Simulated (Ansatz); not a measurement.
# GeH₄+ (doublet): from Hartree-Fock to the top rungs at distance Ge1–H3 = 3.372 Å, 6-31G

How much of the correlation energy of GeH₄+ (doublet) does each wave-function method recover here?

Computed with Ansatz 0.2.0, Gaussian basis. Level: 6-31G, core rule «outside noble gas», up to 14 orbitals frozen.

The runs, in order: UHF; CCSD(T) on ROHF; CCSD(T) on UHF; BCCD(T) on ROHF; CISD; CCSDT(Q) on ROHF; CCSDT(Q) on UHF; CASSCF and MRCISD+Q, 3 electrons in 3 orbitals; CASSCF and NEVPT2, 3 electrons in 3 orbitals; CASSCF and MRCISD+Q, 7 electrons in 8 orbitals; CASSCF and MRCISD+Q(relaxed), 7 electrons in 8 orbitals; CASSCF and NEVPT2, 7 electrons in 8 orbitals; Full CI.

18 further runs of the same task are left out: 14 that didn't finish, 4 set aside as unsound or not needed.

### Step 1. The geometry

The geometry derives from a PBE0/def2-TZVP stationary point (not a proven minimum). One bond is set to the value named and the two fragments are kept rigid. No spin-orbit coupling is included. The filled d shell of Ge may be among the frozen orbitals whatever the setting's name suggests; the logs give the count.

5 atoms, charge 1, spin multiplicity 2.

Atoms are counted from 1 here; the program's logs count them from 0.

Bond lengths: Ge1–H2 1.565 Å, Ge1–H4 1.565 Å, Ge1–H5 1.565 Å. Angles: H2–Ge1–H4 97.5°, H2–Ge1–H5 137.7°, H4–Ge1–H5 97.5°.

### Step 2. UHF

File in.yaml:

```yaml
crystal:
  periodic: [false, false, false]
  atoms:
    - {symbol: Ge, position_ang: [0.008646, 0.015623, -0.015660]}
    - {symbol: H, position_ang: [0.569949, 1.049548, 1.016931]}
    - {symbol: H, position_ang: [-1.218928, -2.202490, 2.207720]}
    - {symbol: H, position_ang: [-0.550578, 1.046440, -1.052478]}
    - {symbol: H, position_ang: [0.576429, -1.019430, -1.043568]}
basis:
  gaussian: {orbitals: 6-31G}
total_charge: 1
magnetization: {spin_polarized: true, initial_magnetization: 1}
hamiltonian: {xc: hf}
output: {orbitals: {seedname: orbitals}}
```

Command:

```sh
$ ansatz run in.yaml --threads 1 --pin off --events-out ev --progress --plain --max-ram 2393MiB
```

The runs that follow: CCSD(T) on ROHF; CCSD(T) on UHF; BCCD(T) on ROHF; CISD; CCSDT(Q) on ROHF; CCSDT(Q) on UHF; CASSCF and MRCISD+Q, 3 electrons in 3 orbitals; CASSCF and NEVPT2, 3 electrons in 3 orbitals; CASSCF and MRCISD+Q, 7 electrons in 8 orbitals; CASSCF and MRCISD+Q(relaxed), 7 electrons in 8 orbitals; CASSCF and NEVPT2, 7 electrons in 8 orbitals; Full CI.

**Question.** What will the summary of the whole plan be? Wanted: FCI below the RHF energy; RMP2 from FCI; UMP2 from FCI; RCCSD from FCI; RCCSD(T) from FCI; UCCSD(T) from FCI; RCCSDT(Q) from FCI; UCCSDT(Q) from FCI; NEVPT2 pair from FCI.

The runs gave:

```
                         quantity                                                                                                                                         value
         FCI below the RHF energy                                                                                                                                    -2.0430 eV
                    RMP2 from FCI                                                                                                                                    +639.1 meV
                    UMP2 from FCI                                                                                                                                    +639.0 meV
                   RCCSD from FCI                                                                                                                                     +36.1 meV
                RCCSD(T) from FCI                                                                                                                                     +11.5 meV
                UCCSD(T) from FCI                                                                                                                                     +11.5 meV
               RCCSDT(Q) from FCI                                                                                                                                      +0.3 meV
               UCCSDT(Q) from FCI                                                                                                                                      +0.3 meV
             NEVPT2 pair from FCI                                                                                                                                    +512.0 meV
          NEVPT2 valence from FCI                                                                                                                                     +79.2 meV
        MRCISD+Q valence from FCI                                                                                                                                      +2.4 meV
levels within 1 kcal/mol (43 meV)  RCCSD, UCCSD, RCCSD(T), UCCSD(T), BCCD(T), RCCSDT, UCCSDT, RCCSDT(Q), UCCSDT(Q), MRCISD valence, MRCISD+Q valence, MRCISD+Q(relaxed) valence
                    T1 diagnostic                                                                                                                                         0.010
   effectively unpaired electrons                                                                                                                                          1.04
```

In words: RCCSD(T) lands +11.5 meV from the yardstick (0.6 % of the correlation energy). One determinant dominates. Of the multireference levels listed MRCISD+Q(relaxed) valence comes nearest in total energy (-1.7 meV), which doesn't show that its space is the better one. These misses are within one basis, not against nature; the frozen cores of restricted and unrestricted runs differ, which can shift their rows.
